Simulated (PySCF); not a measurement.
# C3H9Al: the cost of one run

Computed with PySCF 2.14.0. Level: levels as typed in each script, gas phase, geometry from GFN2-xTB.

## 1. The starting structure

SMILES `C[Al](C)C`, 13 atoms, charge 0, spin multiplicity 1.

Bond lengths: C1–Al2 1.995 Å, C1–H5 1.096 Å, C1–H6 1.095 Å, C1–H7 1.095 Å, Al2–C3 1.996 Å, Al2–C4 1.995 Å, C3–H8 1.096 Å, C3–H9 1.095 Å, C3–H10 1.095 Å, C4–H11 1.096 Å, C4–H12 1.095 Å, C4–H13 1.095 Å. Angles: Al2–C1–H5 112.5°, Al2–C1–H6 112.6°, Al2–C1–H7 112.3°, H5–C1–H6 105.8°, H5–C1–H7 106.7°, H6–C1–H7 106.5°, C1–Al2–C3 119.5°, C1–Al2–C4 119.5°, C3–Al2–C4 121.0°, Al2–C3–H8 112.2°, Al2–C3–H9 112.7°, Al2–C3–H10 112.3°, H8–C3–H9 106.9°, H8–C3–H10 105.8°, H9–C3–H10 106.5°, Al2–C4–H11 112.2°, Al2–C4–H12 112.3°, Al2–C4–H13 112.8° and more.

As a file:

```csv
atom,x (Å),y (Å),z (Å)
C1,0.0717,-1.9858,-0.0004
Al2,-0.0007,0.0079,0.0011
C3,-1.7715,0.9282,-0.0001
C4,1.6996,1.0522,-0.0008
H5,0.5972,-2.3867,0.8733
H6,0.5968,-2.3867,-0.8736
H7,-0.9263,-2.4371,-0.0028
H8,-2.3760,0.6627,0.8744
H9,-1.6811,2.0195,-0.0046
H10,-2.3764,0.6627,-0.8732
H11,2.3222,0.8303,0.8732
H12,2.3217,0.8304,-0.8741
H13,1.5323,2.1345,0.0008
```

## 2. Density, bond paths and surface potential (B3LYP/def2-svpd)

File input.py:

```python
import numpy as np
from pyscf import gto, scf, dft
from pyscf.scf import atom_ks, atom_hf
from scipy.linalg import block_diag

def solve(mol, dm0=None, hcore=None):
    mf = (dft.UKS if mol.spin else dft.RKS)(mol, xc='b3lyp')
    mf.grids.level = 3
    mf = mf.density_fit(auxbasis='def2-universal-jkfit')
    mf.conv_tol, mf.max_cycle = 1e-8, 80
    if hcore is not None:
        mf.get_hcore = lambda *args: hcore
    mf.kernel(dm0)
    if not mf.converged:
        mf = mf.newton().run(mf.mo_coeff, mf.mo_occ, max_cycle=30)
    assert mf.converged, 'SCF not converged'
    return mf

mol = gto.M(atom='''
C      0.07169    -1.98579    -0.00044
Al    -0.00071     0.00793     0.00109
C     -1.77151     0.92816    -0.00006
C      1.69961     1.05217    -0.00076
H      0.59724    -2.38672     0.87329
H      0.59682    -2.38667    -0.87362
H     -0.92630    -2.43707    -0.00277
H     -2.37600     0.66267     0.87443
H     -1.68108     2.01952    -0.00464
H     -2.37642     0.66272    -0.87316
H      2.32215     0.83034     0.87318
H      2.32174     0.83039    -0.87413
H      1.53231     2.13445     0.00080
''', basis='def2-svpd', charge=0, spin=0, verbose=4)
mf = solve(mol)
mf.analyze()
# spherically averaged free atoms, for the promolecule
atm = atom_ks.get_atm_nrks(mol, xc='b3lyp')
pro = block_diag(*[(atm[a[0]][2] * atm[a[0]][3]) @ atm[a[0]][2].T for a in mol._atom])
np.savez('result.npz', e=mf.e_tot, c=mf.mo_coeff, occ=mf.mo_occ, eps=mf.mo_energy, pro=pro, dip=mf.dip_moment(verbose=0), s2=mf.spin_square()[0])
```

Run with:

```console
> OMP_NUM_THREADS=1 python input.py
```

**Question.** How long does this run take on 1 thread of Intel Xeon Platinum 8259CL at 2.50GHz (Skylake/Cascade Lake), shared host, and how much memory does it need?

About 17 s, with a peak of 0.59 GiB.
